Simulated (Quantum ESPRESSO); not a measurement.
A run of Quantum ESPRESSO 7.5 is set up as follows.

Contents of pw.in:

```
&CONTROL
  calculation = 'scf'
  prefix = 'pwscf'
  outdir = './tmp'
  pseudo_dir = './pseudo'
  tprnfor = .true.
  tstress = .true.
  disk_io = 'nowf'
/
&SYSTEM
  ibrav = 0
  nat = 2
  ntyp = 2
  ecutwfc = 55
  ecutrho = 440
  nbnd = 15
  occupations = 'smearing'
  smearing = 'fd'
  degauss = 0.00367493
/
&ELECTRONS
  conv_thr = 4d-10
  electron_maxstep = 120
  mixing_beta = 0.5
/
ATOMIC_SPECIES
Nb    92.9064 Nb.pbe-spn-kjpaw_psl.0.3.0.UPF
Si    28.0850 Si.pbe-n-rrkjus_psl.1.0.0.UPF
CELL_PARAMETERS angstrom
   0.0000000000    2.5738300000    2.5738300000
   2.5738300000    0.0000000000    2.5738300000
   2.5738300000    2.5738300000    0.0000000000
ATOMIC_POSITIONS crystal
Nb    -0.0004460000   -0.0017470000   -0.0063790000
Si     0.5090450000    0.5005280000    0.4925330000
K_POINTS automatic
9 9 9 0 0 0
```

Potentials or basis: SSSP 1.3 efficiency PBE.

Run with:

```console
$ OMP_NUM_THREADS=1 pw.x -in pw.in > pw.out
```

What does it give for the largest force?

0.389 eV/Å.

Estimate the pressure.

0.0 GPa.

Forces on the atoms (eV/Å):
```
Nb   0.032  0.225  0.316
Si  -0.032 -0.225 -0.316
```
